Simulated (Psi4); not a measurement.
# PBEh-3c/def2-mSVP (density fitting) run of GaCl (SMILES [Cl][Ga])

What is the vertical singlet–triplet gap of GaCl at PBEh-3c/def2-mSVP (density fitting)? 

Program for the calculation: Psi4 1.11.

21 further runs of the same task are left out: 6 for a known fault of the program, 11 that didn't finish, 4 set aside as unsound or not needed.

### Step 1. The structure to begin with

GaCl has 2 atoms, charge 0, and is taken as a singlet. As SMILES, `[Cl][Ga]`. Geometry: a GFN2-xTB relaxation, a rough one for these elements and not checked as a minimum.

Bond lengths: Cl1–Ga2 2.169 Å.

### Step 2. Energy and forces at PBEh-3c/def2-mSVP (density fitting)

Input file calc.inp:

```
memory 1.6 GB

molecule m {
  Cl     0.00000000     0.00000000     0.00000000
  Ga     0.00000000     0.00000000     4.09806007
  units au
  symmetry c1
  no_reorient
  no_com
}


energy_value, wavefunction = gradient("pbeh-3c", return_wfn=True)
```

Started as:

```
$ psi4 -i calc.inp -o calc.out -n 1
```

calc.out:

```text
[...]
  Running in c1 symmetry.
[...]
  Nuclear repulsion =  128.597431711146214
[...]
  Multiplicity = 1
[...]
  Nalpha       = 24
  Nbeta        = 24
[...]
    Number of basis functions: 50
[...]
   @DF-RKS iter   1: -2382.08336468651805   -2.40560e+00   4.73988e-02 DIIS/ADIIS
[...]
   @DF-RKS iter  11: -2383.64268795942235   -4.54747e-12   6.01875e-09 DIIS
[...]
    Orbital Energies [Eh]
    ---------------------
    Doubly Occupied:
       1A   -374.045640     2A   -102.270924     3A    -46.525056
       4A    -41.171137     5A    -41.171137     6A    -41.169568
       7A     -9.738755     8A     -7.422439     9A     -7.419925
      10A     -7.419925    11A     -5.772031    12A     -4.004147
      13A     -4.004147    14A     -3.999385    15A     -0.968302
      16A     -0.962841    17A     -0.962838    18A     -0.959214
      19A     -0.959214    20A     -0.867618    21A     -0.465394
      22A     -0.364175    23A     -0.364175    24A     -0.298636
[...]
  @DF-RKS Final Energy: -2383.64268795942235
   => Energetics <=
    Nuclear Repulsion Energy =            128.5974317111462142
    One-Electron Energy =               -3576.3775810876268224
    Two-Electron Energy =                1123.9761075438273110
    DFT Exchange-Correlation Energy =     -59.8392160438757301
    Empirical Dispersion Energy =           0.0005699171065689
    VV10 Nonlocal Energy =                  0.0000000000000000
    Total Energy =                      -2383.6426879594223465
[...]
 Multipole Moments:
 ------------------------------------------------------------------------------------
     Multipole            Electronic (a.u.)      Nuclear  (a.u.)        Total (a.u.)
 ------------------------------------------------------------------------------------
 L = 1.  Multiply by 2.5417464519 to convert [e a0] to [Debye]
 Dipole X            :         -0.0000000            0.0000000           -0.0000000
 Dipole Y            :          0.0000000            0.0000000            0.0000000
 Dipole Z            :       -126.3207007          127.0398622            0.7191615
 Magnitude           :                                                    0.7191615
[...]
  -Total Gradient:
     Atom            X                  Y                   Z
    ------   -----------------  -----------------  -----------------
       1        0.000000000000     0.000000000000     0.009259576501
       2        0.000000000000    -0.000000000000    -0.009196912494
[...]
```

Run time: 4.5 s. Hardware: 1 thread of Intel Xeon Platinum 8375C at 2.90GHz (Ice Lake), shared host; peak memory 0.27 GiB.

### Step 3. The triplet, same level

Input file input.dat:

```
memory 1.6 GB

molecule geom {
  0 3
  Cl     0.000000     0.000000     0.000000
  Ga     0.000000     0.000000     2.168600
  symmetry c1
  no_reorient
  no_com
}

set globals {
  reference uks
}

gradient("pbeh-3c")
```

Started as:

```
$ psi4 input.dat output.dat -n 1
```

output.dat:

```text
[...]
  Running in c1 symmetry.
[...]
  Nuclear repulsion =  128.597431533288756
[...]
  Multiplicity = 3
[...]
  Nalpha       = 25
  Nbeta        = 23
[...]
    Number of basis functions: 50
[...]
   @DF-UKS iter   1: -2381.59746889433882   -1.91970e+00   4.87806e-02 DIIS/ADIIS
[...]
   @DF-UKS iter  13: -2383.51719453480291   -3.63798e-12   6.72779e-09 DIIS
[...]
   @S^2 Observed:                2.003912048E+00
[...]
    Orbital Energies [Eh]
    ---------------------
    Alpha Occupied:
       1A   -374.076704     2A   -102.304074     3A    -46.554264
       4A    -41.201311     5A    -41.199873     6A    -41.199777
       7A     -9.770208     8A     -7.459108     9A     -7.450102
      10A     -7.449766    11A     -5.804214    12A     -4.039132
      13A     -4.034675    14A     -4.032052    15A     -1.004253
      16A     -0.996500    17A     -0.992477    18A     -0.991008
      19A     -0.989222    20A     -0.897758    21A     -0.504049
      22A     -0.388710    23A     -0.385137    24A     -0.360418
      25A     -0.178904
    Alpha Virtual:
[...]
  @DF-UKS Final Energy: -2383.51719453480291
   => Energetics <=
    Nuclear Repulsion Energy =            128.5974315332887556
    One-Electron Energy =               -3574.9324328227330625
    Two-Electron Energy =                1122.6361469702517297
    DFT Exchange-Correlation Energy =     -59.8189101327165957
    Empirical Dispersion Energy =           0.0005699171066101
    VV10 Nonlocal Energy =                  0.0000000000000000
    Total Energy =                      -2383.5171945348029112
[...]
 Multipole Moments:
 ------------------------------------------------------------------------------------
     Multipole            Electronic (a.u.)      Nuclear  (a.u.)        Total (a.u.)
 ------------------------------------------------------------------------------------
 L = 1.  Multiply by 2.5417464519 to convert [e a0] to [Debye]
 Dipole X            :         -0.0000000            0.0000000           -0.0000000
 Dipole Y            :          0.0000000            0.0000000            0.0000000
 Dipole Z            :       -126.2877167          127.0398623            0.7521456
 Magnitude           :                                                    0.7521456
[...]
  -Total Gradient:
     Atom            X                  Y                   Z
    ------   -----------------  -----------------  -----------------
       1       -0.000000000001    -0.000000000000    -0.001609421634
       2       -0.000000000000     0.000000000001     0.001679749997
[...]
```

It took 5.4 s on 1 thread of Intel Xeon Platinum 8375C at 2.90GHz (Ice Lake), shared host; peak memory 0.27 GiB.

### Step 4. What came out

At PBEh-3c/def2-mSVP (density fitting):

| quantity | value |
| --- | --- |
| singlet: total energy | -2383.64269 Eh |
| singlet: dipole moment | 1.83 D |
| singlet: HOMO energy | -8.13 eV |
| singlet: LUMO energy | -1.15 eV |
| singlet: HOMO–LUMO gap | 6.97 eV |
| singlet: largest force on an atom | 0.476 eV/Å |
| triplet: total energy | -2383.51719 Eh |
| triplet: dipole moment | 1.91 D |
| triplet: HOMO energy (highest over α and β) | -4.87 eV |
| triplet: LUMO energy (lowest over α and β) | -4.68 eV |
| triplet: ⟨S²⟩ | 2.004 |
| triplet: largest force on an atom | 0.086 eV/Å |
| vertical energy of the triplet above the singlet | 3.415 eV |

At this shape the triplet lies 3.41 eV (329 kJ/mol) above the singlet. The largest force (singlet) is 0.48 eV/Å: the shape isn't a stationary point for this species at this level.
